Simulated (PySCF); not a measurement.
# C6H9FGe: the cost of one run

Programs: PySCF 2.14.0, with routines of our own; each step states its level. All values are computed. Atoms count from 0.

### 1 The system as given

17 atoms, charge 0, multiplicity 1; geometry from: GFN2-xTB.

### 2 Circular dichroism and optical rotation: TDDFT PBE0/def2-SVPD

What the job is given:

```
{"job": {"kind": "ecd", "xc": "PBE0", "basis": "def2-SVPD", "nstates": 16}, "charge": 0, "multiplicity": 1}
C      2.806618    -0.043280    -0.090539
C      1.559961    -0.085147     0.351054
C      0.370615     0.127783    -0.495797
C     -0.859703    -0.687832    -0.162061
C     -0.866094    -1.928401     0.286407
C     -2.061009     0.209211    -0.355355
Ge    -0.821258     1.794585    -0.353953
F     -0.916075     2.704241    -1.884661
H      3.649549    -0.181950     0.564373
H      3.031622     0.144053    -1.128067
H      1.355456    -0.270883     1.398273
H      0.627189     0.024283    -1.555633
H     -1.783708    -2.438447     0.528850
H      0.045860    -2.488227     0.409600
H     -2.832677     0.084468     0.400235
H     -2.516639     0.065336    -1.336659
H     -0.796706     2.982238     0.622364
```

Level: TDDFT PBE0/def2-SVPD circular dichroism and optical rotation, one conformer, gas phase.

Launch:

```
$ OMP_NUM_THREADS=1 python excited_run.py task.json out
```

This one command runs all jobs of the session in turn.

Q: Estimate the wall time and peak memory of this job on 1 thread of Arm Neoverse V2, shared host.

About 1.9 min, with a peak of 1.1 GiB.
